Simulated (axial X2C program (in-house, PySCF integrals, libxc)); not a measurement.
# TeNC⁻: bond lengths and stretches, held linear

The task here is to estimate one member of a computed series from the others.

Method: all-electron X2C, two-component (2c) or spin-free, Te dyall-v3z, N dyall-av3z, C dyall-v3z; program: an in-house X2C program for linear molecules on PySCF integrals.

All values are calculated.

2 further runs of the same task are left out: 2 set aside as unsound or not needed.

Set-up of the first run:

Input file task.json:

```json
{"zs": [52, 7, 6], "q": -1, "bas": ["dyall-v3z", "dyall-av3z", "dyall-v3z"], "r0": [2.02, 1.17], "symm": 0, "scan": ["PBE0", "HF", "B3LYP"], "levels": ["PBE0", "HF", "PBE"], "nst": 2}
```

Keys: zs atomic numbers; q charge; bas basis sets; r0 starting distance in Å; symm equal bonds; scan levels of the two-bond scan (MP2 follows by itself at each HF point); levels methods; nst determinants followed.

On the command line:

```console
$ python solin.py task.json out
```

Masses Te 129.906, N 14.003, C 12.000 u.

Among the steps run: Scan at PBE0, 2c; Scan at HF, 2c; Scan at B3LYP, 2c.

One table of the session follows, with a row left open; its other results are not shown here.

| level | r(Te–N) (Å) | r(N–C) (Å) | lower stretch (cm⁻¹) | upper stretch (cm⁻¹) |
| --- | --- | --- | --- | --- |
| PBE0, 2c | 2.058 | 1.169 | 409.2 | 2148.9 |
| HF, 2c | 2.091 | 1.146 | 392.7 | 2338.3 |
| B3LYP, 2c | 2.086 | 1.170 | 383.7 | 2123.2 |
| MP2, 2c | ? | ? | ? | ? |
| PBE0, spin-free | 2.048 | 1.169 | 423.7 | 2150.5 |
| HF, spin-free | 2.080 | 1.146 | 410.8 | 2340.9 |
| B3LYP, spin-free | 2.074 | 1.170 | 402.4 | 2125.1 |
| MP2, spin-free | 2.053 | 1.186 | 430.0 | 2022.9 |

Q: Estimate the row for MP2, 2c from the others.

**Answer.** r(Te–N) (Å): 2.061; r(N–C) (Å): 1.186; lower stretch (cm⁻¹): 417.3; upper stretch (cm⁻¹): 2021.1. In the column «r(Te–N) (Å)» it lies between PBE0, 2c (2.058) and B3LYP, spin-free (2.074).

Scans not shown above were run alike.

MP2 freezes inner shells (threshold -2 hartree). For an anion the highest level of a functional can be positive, and the basis then holds the extra electron. The molecule was held linear; bending was not examined, so a bent shape may lie lower.
